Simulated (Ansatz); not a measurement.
# F2HO2Si radical: small, medium and large basis sets

How large a basis does F2HO2Si radical need? Two functionals are run in growing sets.

Computed with Ansatz 0.2.0, Gaussian basis. Level: one geometry, several basis sets.

Plan: PBE0-D4/def2-SVP; ωB97M-V/def2-SVP; PBE0-D4/def2-QZVPP; ωB97M-V/def2-QZVPP; the functionals' def2-TZVPP values are taken from earlier runs.

### 1 The geometry

The geometry comes from an earlier relaxation with PBE0-D4 in a triple-zeta def2 set; it is a stationary point.

SMILES `[O][Si](O)(F)F`, 6 atoms, charge 0, spin multiplicity 2.

Atoms are counted from 1 here; the program's logs count them from 0.

Bond lengths: O1–Si2 1.650 Å, Si2–O3 1.610 Å, Si2–F4 1.568 Å, Si2–F5 1.574 Å, O3–H6 0.959 Å. Angles: O1–Si2–O3 107.3°, O1–Si2–F4 113.2°, O1–Si2–F5 107.7°, O3–Si2–F4 107.3°, O3–Si2–F5 114.6°, F4–Si2–F5 107.0°, Si2–O3–H6 119.4°.

### 2 PBE0-D4 in def2-SVP

in.yaml

```yaml
crystal:
  periodic: [false, false, false]
  atoms:
    - {symbol: O, position_ang: [0.493679, -1.265477, -1.068869]}
    - {symbol: Si, position_ang: [-0.223191, 0.007541, -0.302872]}
    - {symbol: O, position_ang: [0.206862, -0.062162, 1.246594]}
    - {symbol: F, position_ang: [-1.789720, -0.043215, -0.354728]}
    - {symbol: F, position_ang: [0.218229, 1.323093, -1.045940]}
    - {symbol: H, position_ang: [1.136142, -0.023880, 1.479614]}
basis:
  gaussian: {orbitals: def2-SVP}
magnetization: {spin_polarized: true, initial_magnetization: 1}
hamiltonian: {xc: pbe0, dispersion: d4}
output: {orbitals: {seedname: orbitals}}
```

Started as:

```sh
$ ansatz run in.yaml --threads 4 --pin off --events-out ev --progress --plain --max-ram 10444MiB
```

After this run come: ωB97M-V in def2-SVP; PBE0-D4 in def2-QZVPP; ωB97M-V in def2-QZVPP.

**Question.** What will the summary of the whole plan be? Wanted: PBE0-D4: double and triple zeta above quadruple; ωB97M-V: double and triple zeta above quadruple.

The runs gave:

```
                                       quantity           value
PBE0-D4: double and triple zeta above quadruple  16.30, 0.83 eV
ωB97M-V: double and triple zeta above quadruple  16.46, 0.78 eV
```

What this shows: PBE0-D4 gains 15.47 eV from double to triple zeta, then 0.83 eV more. These are total energies; as a rule much of such shifts cancels in differences, which this series doesn't test.
